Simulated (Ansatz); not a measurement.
# CH₅FSSi: small, medium and large basis sets

The task here is to estimate one member of a computed series from the others.

Method: one geometry, several basis sets; program: Ansatz 0.2.0, Gaussian basis.

Plan: PBE0-D4/def2-SVP; ωB97M-V/def2-SVP; PBE0-D4/def2-QZVPP; ωB97M-V/def2-QZVPP; CCSD(T)/cc-pV(D+d)Z; CCSD(T)/cc-pV(T+d)Z; CCSD(T)/cc-pV(Q+d)Z; the functionals' def2-TZVPP values are taken from earlier runs.

### The geometry

The geometry comes from an earlier relaxation with PBE0-D4 in a triple-zeta def2 set; it is a stationary point, not always the lowest conformer.

SMILES `C[SiH](F)S`, 9 atoms, charge 0, spin multiplicity 1.

Atoms are counted from 1 here; the program's logs count them from 0.

Bond lengths: C1–Si2 1.851 Å, C1–H5 1.092 Å, C1–H6 1.093 Å, C1–H7 1.093 Å, Si2–F3 1.602 Å, Si2–S4 2.125 Å, Si2–H8 1.481 Å, S4–H9 1.344 Å. Angles: Si2–C1–H5 110.4°, Si2–C1–H6 110.9°, Si2–C1–H7 110.3°, H5–C1–H6 108.4°, H5–C1–H7 108.7°, H6–C1–H7 108.1°, C1–Si2–F3 107.5°, C1–Si2–S4 112.7°, C1–Si2–H8 113.7°, F3–Si2–S4 110.8°, F3–Si2–H8 107.4°, S4–Si2–H8 104.8°, Si2–S4–H9 94.5°.

Geometry (Å):

```
atom    x (Å)    y (Å)    z (Å)
  C1  -0.2355   0.4684  -1.0330
 Si2   0.5274  -0.5596   0.3044
  F3   1.9298   0.1125   0.6876
  S4  -0.7188  -0.7302   2.0169
  H5  -1.1765   0.0251  -1.3650
  H6  -0.4386   1.4816  -0.6778
  H7   0.4399   0.5379  -1.8895
  H8   0.8032  -1.9562  -0.1029
  H9  -1.0423   0.5743   2.0421
```

Set-up of the first run:

Contents of in.yaml:

```yaml
crystal:
  periodic: [false, false, false]
  atoms:
    - {symbol: C, position_ang: [-0.235463, 0.468409, -1.033024]}
    - {symbol: Si, position_ang: [0.527368, -0.559642, 0.304382]}
    - {symbol: F, position_ang: [1.929778, 0.112451, 0.687620]}
    - {symbol: S, position_ang: [-0.718757, -0.730238, 2.016880]}
    - {symbol: H, position_ang: [-1.176503, 0.025076, -1.364951]}
    - {symbol: H, position_ang: [-0.438589, 1.481577, -0.677812]}
    - {symbol: H, position_ang: [0.439874, 0.537863, -1.889451]}
    - {symbol: H, position_ang: [0.803196, -1.956197, -0.102851]}
    - {symbol: H, position_ang: [-1.042304, 0.574302, 2.042106]}
basis:
  gaussian: {orbitals: def2-SVP}
hamiltonian: {xc: pbe0, dispersion: d4}
output: {orbitals: {seedname: orbitals}}
```

On the command line:

```bash
> ansatz run in.yaml --threads 2 --pin off --events-out ev --progress --plain --max-ram 32768MiB --backend cpu
```

Steps of the session up to this table: PBE0-D4 in def2-SVP; ωB97M-V in def2-SVP; PBE0-D4 in def2-QZVPP; ωB97M-V in def2-QZVPP.

One of the session's tables, all rows but one given; the rest of the session is left out.

It belongs to the step «Density functionals: the series». 

| functional | basis | HOMO (eV) | LUMO (eV) |
| --- | --- | --- | --- |
| PBE0-D4 | def2-SVP | -7.66 | 0.82 |
| PBE0-D4 | def2-TZVPP | -7.79 | 0.34 |
| PBE0-D4 | def2-QZVPP | ? | ? |
| ωB97M-V | def2-SVP | -9.84 | 2.76 |
| ωB97M-V | def2-TZVPP | -10.01 | 2.13 |
| ωB97M-V | def2-QZVPP | -10.04 | 1.54 |

Estimate the missing values for PBE0-D4, def2-QZVPP.

As computed: HOMO (eV): -7.82; LUMO (eV): 0.11. In the column «HOMO (eV)» it lies between ωB97M-V, def2-SVP (-9.84) and PBE0-D4, def2-TZVPP (-7.79).
